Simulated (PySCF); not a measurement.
# A gas-phase reaction: GeH5N + CH4 → CH6Ge + H3N

Aim: the reaction energy of `[NH2][GeH3]` + `C` → `[CH3][GeH3]` + `N`.

Computed with PySCF 2.14.0; each step states its level. No surroundings beyond the atoms listed, unless a continuum is named. Atoms count from 0, parts from 1.

## 1. Starting point

Each species was relaxed by itself at PBE0-D3(BJ)/def2-SVPD.

## 2. Reaction energy: wB97M-D3(BJ)/def2-TZVPD

What the job is given:

```
{"job": {"kind": "react", "xc": "wB97M-D3(BJ)", "basis": "def2-TZVPD"}, "charge": 0, "multiplicity": 1}
-1 GeH5N charge 0 multiplicity 1
N      0.982400     0.001600    -0.548940
Ge    -0.546600     0.158800     0.471050
H      1.588710    -0.773420    -0.302590
H      0.834150    -0.009080    -1.552340
H     -1.252920     1.444290     0.014850
H     -1.527470    -1.029870     0.332830
H     -0.093060     0.263880     1.934880

-1 CH4 charge 0 multiplicity 1
C      0.000420     0.000800     0.000400
H     -0.807160    -0.414250    -0.615160
H     -0.271380     1.012270     0.326630
H      0.155510    -0.637480     0.878990
H      0.924750     0.042700    -0.588880

+1 CH6Ge charge 0 multiplicity 1
C     -0.204740     0.096880    -0.945040
Ge     0.252060    -0.070410     0.946030
H      0.021190     1.108950    -1.308150
H     -1.274860    -0.096360    -1.102060
H      0.368840    -0.622450    -1.545630
H     -0.555200     0.937990     1.784170
H      1.751860     0.203560     1.161830
H     -0.063790    -1.490370     1.450910

+1 H3N charge 0 multiplicity 1
N      0.005140     0.001660     0.284470
H      0.898740    -0.297890    -0.094510
H     -0.702320    -0.625700    -0.086710
H     -0.185700     0.924770    -0.094100
```

Level: wB97M-D3(BJ)/def2-TZVPD reaction energy of separated species, gas phase.

Launch:

```bash
OMP_NUM_THREADS=1 python cluster_run.py task.json out
```

This one command runs all jobs of the session in turn.

The program printed:

```text
species 1 (GeH5N)
coarse grid: 24896 points
cycle   1  E = -2134.7616200762  dE = -7.141e-01  |g| = 6.553e-01  |ddm| = 2.075e+00
cycle   2  E = -2134.7645283697  dE = -2.908e-03  |g| = 6.859e-01  |ddm| = 7.462e-01
cycle   3  E = -2134.8113283026  dE = -4.680e-02  |g| = 2.480e-02  |ddm| = 3.492e-01
cycle   4  E = -2134.8114975163  dE = -1.692e-04  |g| = 1.495e-02  |ddm| = 3.523e-02
cycle   5  E = -2134.8115397610  dE = -4.224e-05  |g| = 4.839e-03  |ddm| = 1.222e-02
cycle   6  E = -2134.8115454572  dE = -5.696e-06  |g| = 6.044e-04  |ddm| = 6.733e-03
final grid: 50896 points
cycle   7  E = -2134.8114627911  dE = -1.981e-07  |g| = 3.678e-04  |ddm| = 2.766e-03
cycle   8  E = -2134.8114628111  dE = -1.996e-08  |g| = 3.749e-04  |ddm| = 9.234e-04
cycle   9  E = -2134.8114628388  dE = -2.768e-08  |g| = 4.217e-05  |ddm| = 1.851e-04
cycle  10  E = -2134.8114628404  dE = -1.670e-09  |g| = 1.947e-05  |ddm| = 2.474e-04
cycle  11  E = -2134.8114628406  dE = -1.623e-10  |g| = 7.486e-06  |ddm| = 8.346e-05
converged SCF energy = -2134.8114628406

species 2 (CH4)
coarse grid: 15072 points
cycle   1  E = -40.5278866342  dE = -1.934e-01  |g| = 1.334e-01  |ddm| = 1.251e+00
cycle   2  E = -40.5302995288  dE = -2.413e-03  |g| = 8.951e-02  |ddm| = 1.943e-01
cycle   3  E = -40.5321644830  dE = -1.865e-03  |g| = 5.682e-03  |ddm| = 4.935e-02
cycle   4  E = -40.5321742071  dE = -9.724e-06  |g| = 3.952e-04  |ddm| = 1.271e-02
final grid: 32696 points
cycle   5  E = -40.5321639988  dE = -1.009e-07  |g| = 9.831e-05  |ddm| = 2.886e-03
cycle   6  E = -40.5321640055  dE = -6.706e-09  |g| = 3.171e-05  |ddm| = 7.585e-04
cycle   7  E = -40.5321640061  dE = -5.842e-10  |g| = 1.583e-05  |ddm| = 2.381e-04
converged SCF energy = -40.5321640061

species 3 (CH6Ge)
coarse grid: 27432 points
cycle   1  E = -2118.7180437769  dE = -7.550e-01  |g| = 5.754e-01  |ddm| = 2.294e+00
cycle   2  E = -2118.7223836402  dE = -4.340e-03  |g| = 5.815e-01  |ddm| = 8.191e-01
cycle   3  E = -2118.7461593749  dE = -2.378e-02  |g| = 1.333e-02  |ddm| = 3.679e-01
cycle   4  E = -2118.7462384893  dE = -7.911e-05  |g| = 7.421e-03  |ddm| = 3.085e-02
cycle   5  E = -2118.7462525352  dE = -1.405e-05  |g| = 1.484e-03  |ddm| = 8.340e-03
cycle   6  E = -2118.7462532052  dE = -6.700e-07  |g| = 3.822e-04  |ddm| = 3.190e-03
final grid: 56480 points
cycle   7  E = -2118.7461728940  dE = -3.831e-08  |g| = 3.001e-04  |ddm| = 4.395e-03
cycle   8  E = -2118.7461728970  dE = -2.914e-09  |g| = 3.188e-04  |ddm| = 7.100e-04
cycle   9  E = -2118.7461729041  dE = -7.141e-09  |g| = 1.419e-05  |ddm| = 1.936e-04
cycle  10  E = -2118.7461729042  dE = -1.251e-10  |g| = 5.742e-06  |ddm| = 5.268e-05
converged SCF energy = -2118.7461729042

species 4 (H3N)
coarse grid: 12536 points
cycle   1  E = -56.5694038709  dE = -1.294e-01  |g| = 3.023e-01  |ddm| = 1.089e+00
cycle   2  E = -56.5779577055  dE = -8.554e-03  |g| = 2.716e-01  |ddm| = 2.675e-01
cycle   3  E = -56.5918792099  dE = -1.392e-02  |g| = 2.124e-02  |ddm| = 1.115e-01
cycle   4  E = -56.5919848025  dE = -1.056e-04  |g| = 5.194e-03  |ddm| = 1.727e-02
cycle   5  E = -56.5919959385  dE = -1.114e-05  |g| = 7.322e-04  |ddm| = 8.713e-03
cycle   6  E = -56.5919963536  dE = -4.151e-07  |g| = 1.111e-04  |ddm| = 3.175e-03
final grid: 27112 points
cycle   7  E = -56.5919842936  dE = -1.705e-08  |g| = 6.568e-05  |ddm| = 8.410e-04
cycle   8  E = -56.5919842958  dE = -2.163e-09  |g| = 5.328e-05  |ddm| = 2.704e-04
cycle   9  E = -56.5919842965  dE = -6.862e-10  |g| = 1.251e-05  |ddm| = 5.471e-05
converged SCF energy = -56.5919842965

Reaction energy = 3.316 kcal/mol
```

Wall time 25 s (1 thread of Arm Neoverse N1, shared host); peak memory 0.56 GiB.

Species by species (with the dispersion term, which the log's SCF energies lack):

```
 ν      species  energy (Eh)  HOMO (eV)
-1  [NH2][GeH3]  -2134.81634      -9.72
-1            C    -40.53455     -13.46
+1  [CH3][GeH3]  -2118.75204     -11.23
+1            N    -56.59358     -10.26
```

## 3. Energies of the species: PBE0-D3(BJ)/def2-TZVPD

Same as in step 2 but for these lines:

```diff
@@ -1,2 +1,2 @@
-{"job": {"kind": "react", "xc": "wB97M-D3(BJ)", "basis": "def2-TZVPD"}, "charge": 0, "multiplicity": 1}
+{"job": {"kind": "react", "xc": "PBE0", "basis": "def2-TZVPD", "disp": "d3bj"}, "charge": 0, "multiplicity": 1}
 -1 GeH5N charge 0 multiplicity 1
```

Level: PBE0-D3(BJ)/def2-TZVPD reaction energy of separated species, gas phase.

The program printed:

```text
species 1 (GeH5N)
coarse grid: 24896 points
cycle   1  E = -2134.3949473775  dE = -6.614e-01  |g| = 7.265e-01  |ddm| = 2.073e+00
cycle   2  E = -2134.3282711390  dE =  6.668e-02  |g| = 9.603e-01  |ddm| = 9.033e-01
cycle   3  E = -2134.4510493590  dE = -1.228e-01  |g| = 1.044e-01  |ddm| = 5.428e-01
cycle   4  E = -2134.4531904115  dE = -2.141e-03  |g| = 2.145e-02  |ddm| = 7.144e-02
cycle   5  E = -2134.4532597947  dE = -6.938e-05  |g| = 3.614e-03  |ddm| = 1.304e-02
cycle   6  E = -2134.4532630389  dE = -3.244e-06  |g| = 4.870e-04  |ddm| = 3.665e-03
final grid: 50896 points
cycle   7  E = -2134.4532609318  dE = -3.953e-08  |g| = 5.507e-04  |ddm| = 3.383e-03
cycle   8  E = -2134.4532608984  dE =  3.343e-08  |g| = 7.490e-04  |ddm| = 8.407e-04
cycle   9  E = -2134.4532609873  dE = -8.886e-08  |g| = 7.250e-05  |ddm| = 4.253e-04
cycle  10  E = -2134.4532609883  dE = -1.090e-09  |g| = 2.364e-05  |ddm| = 6.018e-05
cycle  11  E = -2134.4532609884  dE = -9.049e-11  |g| = 1.127e-06  |ddm| = 1.353e-05
converged SCF energy = -2134.4532609884

species 2 (CH4)
coarse grid: 3568 points
cycle   1  E = -40.4583429964  dE = -2.007e-01  |g| = 2.715e-01  |ddm| = 1.411e+00
cycle   2  E = -40.4547018264  dE =  3.641e-03  |g| = 2.993e-01  |ddm| = 3.088e-01
cycle   3  E = -40.4775100418  dE = -2.281e-02  |g| = 2.106e-03  |ddm| = 1.507e-01
cycle   4  E = -40.4775108615  dE = -8.197e-07  |g| = 2.124e-04  |ddm| = 2.668e-03
final grid: 32696 points
cycle   5  E = -40.4741150810  dE = -1.487e-05  |g| = 4.500e-03  |ddm| = 6.631e-02
cycle   6  E = -40.4741140536  dE =  1.027e-06  |g| = 4.908e-03  |ddm| = 6.497e-03
cycle   7  E = -40.4741199087  dE = -5.855e-06  |g| = 4.047e-05  |ddm| = 2.489e-03
cycle   8  E = -40.4741199092  dE = -4.680e-10  |g| = 8.403e-06  |ddm| = 1.037e-04
converged SCF energy = -40.4741199092

species 3 (CH6Ge)
coarse grid: 27432 points
cycle   1  E = -2118.3647611725  dE = -7.498e-01  |g| = 6.644e-01  |ddm| = 2.369e+00
cycle   2  E = -2118.3434688998  dE =  2.129e-02  |g| = 7.806e-01  |ddm| = 9.435e-01
cycle   3  E = -2118.4076381902  dE = -6.417e-02  |g| = 2.283e-02  |ddm| = 5.139e-01
cycle   4  E = -2118.4077515889  dE = -1.134e-04  |g| = 1.366e-02  |ddm| = 3.497e-02
cycle   5  E = -2118.4077989465  dE = -4.736e-05  |g| = 2.596e-03  |ddm| = 1.028e-02
cycle   6  E = -2118.4078003501  dE = -1.404e-06  |g| = 2.529e-04  |ddm| = 2.477e-03
final grid: 56480 points
cycle   7  E = -2118.4077953311  dE = -2.160e-08  |g| = 2.765e-04  |ddm| = 3.949e-03
cycle   8  E = -2118.4077953297  dE =  1.393e-09  |g| = 3.628e-04  |ddm| = 4.808e-04
cycle   9  E = -2118.4077953431  dE = -1.340e-08  |g| = 2.156e-05  |ddm| = 2.322e-04
cycle  10  E = -2118.4077953433  dE = -1.605e-10  |g| = 1.174e-06  |ddm| = 3.149e-05
converged SCF energy = -2118.4077953433

species 4 (H3N)
coarse grid: 2928 points
cycle   1  E = -56.4894830877  dE = -9.633e-02  |g| = 3.707e-01  |ddm| = 1.101e+00
cycle   2  E = -56.4630624572  dE =  2.642e-02  |g| = 5.179e-01  |ddm| = 4.424e-01
cycle   3  E = -56.5201611607  dE = -5.710e-02  |g| = 1.575e-02  |ddm| = 2.484e-01
cycle   4  E = -56.5202096411  dE = -4.848e-05  |g| = 3.353e-03  |ddm| = 8.633e-03
cycle   5  E = -56.5202118118  dE = -2.171e-06  |g| = 3.221e-04  |ddm| = 2.234e-03
final grid: 27112 points
cycle   6  E = -56.5150249560  dE = -1.154e-05  |g| = 5.634e-03  |ddm| = 1.621e-02
cycle   7  E = -56.5150194651  dE =  5.491e-06  |g| = 7.710e-03  |ddm| = 5.849e-03
cycle   8  E = -56.5150313024  dE = -1.184e-05  |g| = 1.432e-04  |ddm| = 3.484e-03
cycle   9  E = -56.5150313069  dE = -4.522e-09  |g| = 3.194e-05  |ddm| = 9.571e-05
cycle  10  E = -56.5150313072  dE = -2.938e-10  |g| = 3.536e-06  |ddm| = 2.854e-05
converged SCF energy = -56.5150313072

Reaction energy = 2.693 kcal/mol
```

Wall time 14 s (1 thread of Arm Neoverse N1, shared host); peak memory 0.55 GiB.

Reaction energy at this level: 2.69 kcal/mol.

## 4. Energies of the species: MP2/def2-TZVPD

Same as in step 3 but for these lines:

```diff
@@ -1,2 +1,2 @@
-{"job": {"kind": "react", "xc": "PBE0", "basis": "def2-TZVPD", "disp": "d3bj"}, "charge": 0, "multiplicity": 1}
+{"job": {"kind": "react", "xc": "MP2", "basis": "def2-TZVPD"}, "charge": 0, "multiplicity": 1}
 -1 GeH5N charge 0 multiplicity 1
```

Level: MP2/def2-TZVPD reaction energy of separated species, gas phase.

The program printed:

```text
species 1 (GeH5N)
final grid: 50896 points
cycle   1  E = -2132.7182654646  dE = -7.918e-01  |g| = 4.047e-01  |ddm| = 2.059e+00
cycle   2  E = -2132.7456344868  dE = -2.737e-02  |g| = 2.555e-01  |ddm| = 3.760e-01
cycle   3  E = -2132.7518010389  dE = -6.167e-03  |g| = 3.580e-02  |ddm| = 1.591e-01
cycle   4  E = -2132.7522796039  dE = -4.786e-04  |g| = 5.874e-03  |ddm| = 4.950e-02
cycle   5  E = -2132.7522985502  dE = -1.895e-05  |g| = 1.269e-03  |ddm| = 1.311e-02
cycle   6  E = -2132.7522997279  dE = -1.178e-06  |g| = 4.658e-04  |ddm| = 3.943e-03
cycle   7  E = -2132.7522998692  dE = -1.413e-07  |g| = 2.133e-04  |ddm| = 1.172e-03
cycle   8  E = -2132.7522999007  dE = -3.148e-08  |g| = 5.770e-05  |ddm| = 5.175e-04
cycle   9  E = -2132.7522999036  dE = -2.911e-09  |g| = 1.168e-05  |ddm| = 1.767e-04
cycle  10  E = -2132.7522999037  dE = -1.314e-10  |g| = 2.624e-06  |ddm| = 3.546e-05
converged SCF energy = -2132.7522999037

species 2 (CH4)
final grid: 32696 points
cycle   1  E = -40.2047134152  dE = -1.974e-01  |g| = 1.529e-01  |ddm| = 1.221e+00
cycle   2  E = -40.2121420256  dE = -7.429e-03  |g| = 3.682e-02  |ddm| = 2.041e-01
cycle   3  E = -40.2127049837  dE = -5.630e-04  |g| = 6.405e-03  |ddm| = 3.827e-02
cycle   4  E = -40.2127180837  dE = -1.310e-05  |g| = 1.642e-03  |ddm| = 1.100e-02
cycle   5  E = -40.2127196095  dE = -1.526e-06  |g| = 2.165e-04  |ddm| = 6.917e-03
cycle   6  E = -40.2127196427  dE = -3.320e-08  |g| = 2.839e-05  |ddm| = 1.798e-03
cycle   7  E = -40.2127196431  dE = -4.269e-10  |g| = 1.324e-06  |ddm| = 7.250e-05
converged SCF energy = -40.2127196431

species 3 (CH6Ge)
final grid: 56480 points
cycle   1  E = -2116.7085092762  dE = -7.929e-01  |g| = 3.538e-01  |ddm| = 2.267e+00
cycle   2  E = -2116.7320299850  dE = -2.352e-02  |g| = 2.254e-01  |ddm| = 4.513e-01
cycle   3  E = -2116.7360604411  dE = -4.030e-03  |g| = 3.573e-02  |ddm| = 1.773e-01
cycle   4  E = -2116.7365944837  dE = -5.340e-04  |g| = 4.765e-03  |ddm| = 6.018e-02
cycle   5  E = -2116.7366038276  dE = -9.344e-06  |g| = 1.227e-03  |ddm| = 1.150e-02
cycle   6  E = -2116.7366045094  dE = -6.818e-07  |g| = 3.937e-04  |ddm| = 3.197e-03
cycle   7  E = -2116.7366045855  dE = -7.615e-08  |g| = 8.704e-05  |ddm| = 1.049e-03
cycle   8  E = -2116.7366045906  dE = -5.100e-09  |g| = 1.589e-05  |ddm| = 2.512e-04
cycle   9  E = -2116.7366045908  dE = -1.742e-10  |g| = 3.997e-06  |ddm| = 4.982e-05
converged SCF energy = -2116.7366045908

species 4 (H3N)
final grid: 27112 points
cycle   1  E = -56.2058946832  dE = -1.621e-01  |g| = 2.298e-01  |ddm| = 1.073e+00
cycle   2  E = -56.2178842720  dE = -1.199e-02  |g| = 7.796e-02  |ddm| = 1.404e-01
cycle   3  E = -56.2190895111  dE = -1.205e-03  |g| = 2.444e-02  |ddm| = 4.020e-02
cycle   4  E = -56.2192488317  dE = -1.593e-04  |g| = 5.225e-03  |ddm| = 1.749e-02
cycle   5  E = -56.2192629598  dE = -1.413e-05  |g| = 1.112e-03  |ddm| = 7.204e-03
cycle   6  E = -56.2192641790  dE = -1.219e-06  |g| = 2.934e-04  |ddm| = 3.286e-03
cycle   7  E = -56.2192642737  dE = -9.466e-08  |g| = 4.961e-05  |ddm| = 9.840e-04
cycle   8  E = -56.2192642757  dE = -2.082e-09  |g| = 4.564e-06  |ddm| = 1.082e-04
cycle   9  E = -56.2192642758  dE = -1.373e-11  |g| = 5.842e-07  |ddm| = 2.273e-05
converged SCF energy = -56.2192642758

Reaction energy = 3.843 kcal/mol
```

It took 5.7 s on 1 thread of Arm Neoverse N1, shared host; peak memory 0.35 GiB.

Reaction energy at this level: 3.84 kcal/mol.

## 5. Comparing the runs

Energies in kcal/mol, with wall time:

```
                    run  reaction   time
wB97M-D3(BJ)/def2-TZVPD      3.32   25 s
 PBE0-D3(BJ)/def2-TZVPD      2.69   14 s
         MP2/def2-TZVPD      3.84  5.7 s
```

## 6. What came out

```
                                                quantity                  value
               reaction energy (wB97M-D3(BJ)/def2-TZVPD)          3.32 kcal/mol
                     ΔH, ΔG at 298 K (xTB thermal terms)    +3.6, +3.4 kcal/mol
range of the reaction energy over the runs of this table  2.69 to 3.84 kcal/mol
```

The reaction is endothermic by 3.6 kcal/mol in the gas phase; dispersion gives -0.12, and xTB itself gave 16.77 for the electronic energy (xTB energies and thermal terms come from the earlier relaxation of each species, not shown). No barrier was sought. xTB and this level differ widely in the electronic energy, so what comes from xTB (the thermal terms above all) is less safe here. The reaction energy runs from 2.69 (PBE0-D3(BJ)/def2-TZVPD) to 3.84 kcal/mol (MP2/def2-TZVPD).
